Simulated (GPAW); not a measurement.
Crystal: NaCu.

```
Na Cu
1.0
     2.94224    0.00000    0.00000
     0.00000    2.94224    0.00000
     0.00000    0.00000    4.04091
Na Cu
1 1
Direct
  0.00000 0.00000 0.00000
  0.50000 0.50000 0.50000
```

The cell was built by a generator and needn't be a form met in nature.

Base run:

* Program: GPAW 26.7.0
* Functional: revPBE
* Potentials or basis: the program's PAW data sets (release 1.2.1) made for this functional
* Cutoff: 800 eV
* Basis: pw
* k mesh: 9 × 9 × 7
* Occupations: fermi-dirac, width 0.05 eV
* Spin: no spin polarisation

Its results: pressure 4.7 GPa.

Task: After a change of settings the same cell gave: pressure -2.0 GPa. Which change was it?
A. functional from revPBE to PBEsol; potentials or basis from the program's PAW data sets (release 1.2.1) made for this functional to PAW data sets generated in the run's folder for this functional
B. functional from revPBE to LDA
C. functional from revPBE to BLYP; potentials or basis from the program's PAW data sets (release 1.2.1) made for this functional to PAW data sets generated in the run's folder for this functional
D. functional from revPBE to RPBE

Result: B.

LDA binds more tightly than revPBE, so the same cell stands under less pressure.

Caveats: with this Cu data set, volumes or pressures lay over 1.5 % or 2 GPa off other programs in two to four cells of ten.
